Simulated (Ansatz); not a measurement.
**SiH4O (SMILES O[SiH3]): r2SCAN/STO-3G**

What is the electronic atomisation energy of SiH4O at r2SCAN/STO-3G? 

The results are computed with Ansatz 0.2.0.

47 further runs of the same task are left out: 47 set aside as unsound or not needed.

### Step 1. The system as given

SiH4O: 6 atoms, total charge 0, spin state singlet. SMILES: `O[SiH3]`. The coordinates come from a PBE0-D4/def2-TZVP relaxation.

Bond lengths: O1–Si2 1.648 Å, O1–H3 0.957 Å, Si2–H4 1.489 Å, Si2–H5 1.481 Å, Si2–H6 1.489 Å. Angles: O1–Si2–H4 111.7°, O1–Si2–H5 105.9°, O1–Si2–H6 111.7°, Si2–O1–H3 117.9°, H4–Si2–H5 109.9°, H4–Si2–H6 107.9°, H5–Si2–H6 109.9°.

### Step 2. A single-point energy at r2SCAN/STO-3G

The input, run.yaml:

```yaml
crystal:
  periodic: [false, false, false]
  atoms:
    - {symbol: O, position_ang: [0.636700, -1.030300, 0.419000]}
    - {symbol: Si, position_ang: [-0.035700, 0.346500, -0.187000]}
    - {symbol: H, position_ang: [0.069100, -1.629200, 0.904700]}
    - {symbol: H, position_ang: [-1.128300, 0.045700, -1.152800]}
    - {symbol: H, position_ang: [1.060500, 1.064900, -0.875600]}
    - {symbol: H, position_ang: [-0.602300, 1.202400, 0.891700]}
basis:
  gaussian:
    orbitals: STO-3G
hamiltonian:
  xc: r2scan
accuracy: high
```

Run with:

```sh
$ ansatz run run.yaml --threads 1 --pin off --max-ram 2610MiB --events-out events.jsonl --progress --plain --runs-dir runs
```

The log of the run:

```text
Warning: RAYON_NUM_THREADS=1 ignored (pool sized by the plan → 1); use --threads N
Functional definition: r2SCAN
  name "r2SCAN"
  parameter k0 = 0.174
  parameter k1 = 0.065
  parameter a1 = 4.9479
  exchange = r2scan_x(k0 = k0, k1 = k1, a1 = a1)
  correlation = r2scan_c
314 factors; integrals over basis functions are off by at most 3.0e-8 eV
mean field evaluation 1: about -9866.3700 eV, gradient 2.2e1 eV
mean field evaluation 2: about -9865.8799 eV, gradient 2.6e1 eV
mean field evaluation 4: about -9867.9524 eV, gradient 5.0e-1 eV
mean field evaluation 8: about -9867.8980 eV, gradient 8.1e-4 eV
mean field evaluation 16: about -9867.8980 eV, gradient 1.3e-8 eV
mean field -9867.89803908 eV, -362.6385642348 hartree, gradient 1.3e-8 eV, S^2 0.000000; 0 other end points of the search recorded, 0 dependent functions left out
reference -9867.89803950 eV, -362.6385642500 hartree; 13, 13 occupied and 5, 5 virtual orbitals, 314 factors
Total energy: -9867.89803950 eV, -362.6385642500 hartree
```

Run time: 2.3 s. Hardware: 1 thread of Arm Neoverse V2, shared host; peak memory 0.13 GiB.

### Step 3. The H atom at the same level

The input, in.yaml:

```yaml
crystal:
  periodic: [false, false, false]
  atoms:
    - {symbol: H, position_ang: [0.000000, 0.000000, 0.000000]}
basis:
  gaussian: {orbitals: STO-3G}
accuracy: high
hamiltonian: {xc: {name: r2SCAN}}
magnetization: {spin_polarized: true, initial_magnetization: 1}
```

Run with:

```sh
$ ansatz run in.yaml --threads 1 --pin off --max-ram 2610MiB --events-out events.jsonl --progress --plain --runs-dir runs
```

The log of the run:

```text
Warning: RAYON_NUM_THREADS=1 ignored (pool sized by the plan → 1); use --threads N
Functional definition: r2SCAN
  name "r2SCAN"
  parameter k0 = 0.174
  parameter k1 = 0.065
  parameter a1 = 4.9479
  exchange = r2scan_x(k0 = k0, k1 = k1, a1 = a1)
  correlation = r2scan_c
1 factors; integrals over basis functions are off by at most 4.6e-10 eV
mean field evaluation 1: about -12.6930 eV, gradient 0.0e0 eV
mean field evaluation 2: about -12.6930 eV, gradient 0.0e0 eV
mean field -12.69300701 eV, -0.4664594041 hartree, gradient 0.0e0 eV, S^2 0.750000; 0 other end points of the search recorded, 0 dependent functions left out
reference -12.69300747 eV, -0.4664594207 hartree; 1, 0 occupied and 0, 1 virtual orbitals, 1 factors
Total energy: -12.69300747 eV, -0.4664594207 hartree
```

Run time: 0.28 s. Hardware: 1 thread of Arm Neoverse V2, shared host.

### Step 4. The O atom

The input, input.yaml:

```yaml
crystal:
  periodic: [false, false, false]
  atoms:
    - {symbol: O, position_ang: [0.000000, 0.000000, 0.000000]}
basis:
  gaussian: {orbitals: STO-3G}
magnetization: {spin_polarized: true, initial_magnetization: 2}
hamiltonian: {xc: r2scan}
accuracy: high
```

Run the same way, it converges to -74.01525 Eh (log not shown).

### Step 5. The Si atom, same level

The input, input.yaml:

```yaml
basis:
  gaussian: {orbitals: STO-3G}
crystal:
  periodic: [false, false, false]
  atoms:
    - {symbol: Si, position_ang: [0.000000, 0.000000, 0.000000]}
magnetization: {spin_polarized: true, initial_magnetization: 2}
hamiltonian: {xc: {name: r2SCAN}}
accuracy: high
```

Run with:

```sh
$ ansatz run input.yaml --threads 1 --pin off --max-ram 2610MiB --events-out events.jsonl --progress --plain --runs-dir runs
```

The log of the run:

```text
Warning: RAYON_NUM_THREADS=1 ignored (pool sized by the plan → 1); use --threads N
Functional definition: r2SCAN
  name "r2SCAN"
  parameter k0 = 0.174
  parameter k1 = 0.065
  parameter a1 = 4.9479
  exchange = r2scan_x(k0 = k0, k1 = k1, a1 = a1)
  correlation = r2scan_c
42 factors; integrals over basis functions are off by at most 2.5e-9 eV
mean field evaluation 1: about -7780.0741 eV, gradient 5.6e-1 eV
mean field evaluation 2: about -7780.0750 eV, gradient 4.2e-2 eV
mean field evaluation 4: about -7780.0744 eV, gradient 2.5e-3 eV
mean field evaluation 8: about -7780.0744 eV, gradient 1.6e-8 eV
mean field evaluation 16: about -7780.0744 eV, gradient 3.5e-9 eV
mean field -7780.07441249 eV, -285.9124611351 hartree, gradient 3.0e-8 eV, S^2 2.000001; 1 other end points of the search recorded, 0 dependent functions left out
reference -7780.07441300 eV, -285.9124611541 hartree; 8, 6 occupied and 1, 3 virtual orbitals, 42 factors
Total energy: -7780.07441300 eV, -285.9124611541 hartree
```

It took 1.5 s on 1 thread of Arm Neoverse V2, shared host; peak memory 0.12 GiB.

### Step 6. Results

At r2SCAN/STO-3G:

| quantity | value |
| --- | --- |
| molecule: total energy | -362.63856 Eh |
| H atom: total energy | -0.46646 Eh |
| H atom: ⟨S²⟩ | 0.750 |
| O atom: total energy | -74.01525 Eh |
| O atom: ⟨S²⟩ | 2.000 |
| Si atom: total energy | -285.91246 Eh |
| Si atom: ⟨S²⟩ | 2.000 |
| electronic atomisation energy | 22.994 eV |

Taking the molecule apart into free atoms costs 22.99 eV (2219 kJ/mol), before zero-point energy and without spin-orbit coupling. In a minimal basis such a difference can be off by several eV, whatever the method.
